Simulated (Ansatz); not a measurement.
Geometry optimisation, DFT PBEsol, scalar-relativistic, plane waves, PAW in Ansatz.

The input (input.yaml):

```yaml
crystal:
  lattice:
    - [5.48, 0.0, 0.0]
    - [-4.11, 7.118729, 0.0]
    - [0.0, 0.0, 4.39496]
  atoms:
    - { symbol: Tc, position: [0.0, 0.0, 0.0] }
    - { symbol: Tc, position: [0.1666667, 0.2222222, 0.5] }
    - { symbol: Tc, position: [0.0, 0.3333333, 0.0] }
    - { symbol: Tc, position: [0.1666667, 0.5555556, 0.5] }
    - { symbol: Tc, position: [0.0, 0.6666667, 0.0] }
    - { symbol: Tc, position: [0.1666667, 0.8888889, 0.5] }
    - { symbol: Tc, position: [0.5, 0.0, 0.0] }
    - { symbol: Tc, position: [0.6666667, 0.2222222, 0.5] }
    - { symbol: Tc, position: [0.5, 0.3333333, 0.0] }
    - { symbol: Tc, position: [0.6666667, 0.5555556, 0.5] }
    - { symbol: Tc, position: [0.5, 0.6666667, 0.0] }
    - { symbol: Tc, position: [0.6666667, 0.8888889, 0.5] }
    - { symbol: Li, position: [0.8337223, 0.1138544, 0.2568746] }
basis:
  ecutwfc: 600.0
kpoints:
  mp_grid: { grid: [4, 3, 4] }
hamiltonian:
  xc: pbesol
scf:
  occupations: { method: gaussian, width: 0.05 }
  lower_state_search: "off"
relax:
  f_tol: 0.03
  max_steps: 60
  adjacent_minimum: "off"
```

Launched with:

```bash
$ ansatz run input.yaml --threads 4 --pin off --max-ram 10240MiB --backend cpu --events-out ev --progress --plain --runs-dir out
```

Where does it end, and by what steps?

The forces met the threshold. The force dipped under the threshold on the way, but the program's further checks kept it going. Limits of this set-up: coarse k mesh, a small cell, in which the defect meets its images, a typed lattice constant that wasn't relaxed here. After 6 steps the energy has fallen by 2.290 eV; Tc8 moved furthest, 0.20 Å.

```csv
step,energy less start (eV),largest force component (eV/Å),accepted
0,0.0000,3.499,yes
1,-1.6823,1.630,yes
2,-2.2429,0.374,yes
3,-2.2838,0.179,yes
4,-2.2897,0.078,yes
5,-2.2904,0.016,yes
6,-2.2904,0.016,yes
```

```xyz
13
Lattice="5.4800 0.0000 0.0000 -4.1100 7.1187 0.0000 0.0000 0.0000 4.3950" Properties=species:S:1:pos:R:3
Tc 0.099 -0.060 -0.158
Tc 0.100 1.659 2.347
Tc -1.361 2.530 -0.098
Tc -1.396 3.936 2.198
Tc -2.756 4.723 -0.053
Tc -2.744 6.327 2.156
Tc 2.638 -0.075 -0.146
Tc 2.639 1.645 2.361
Tc 1.373 2.377 0.047
Tc 1.385 3.981 2.255
Tc 0.025 4.768 0.004
Tc -0.009 6.174 2.300
Li 4.107 0.793 1.101
```

Whether the end is a true minimum wasn't checked by a vibrational analysis.

Time of the run: 86 s on 4 threads of Intel(R) Xeon(R) Platinum 8488C (Sapphire Rapids) (shared host), peak memory 1.4 GiB.
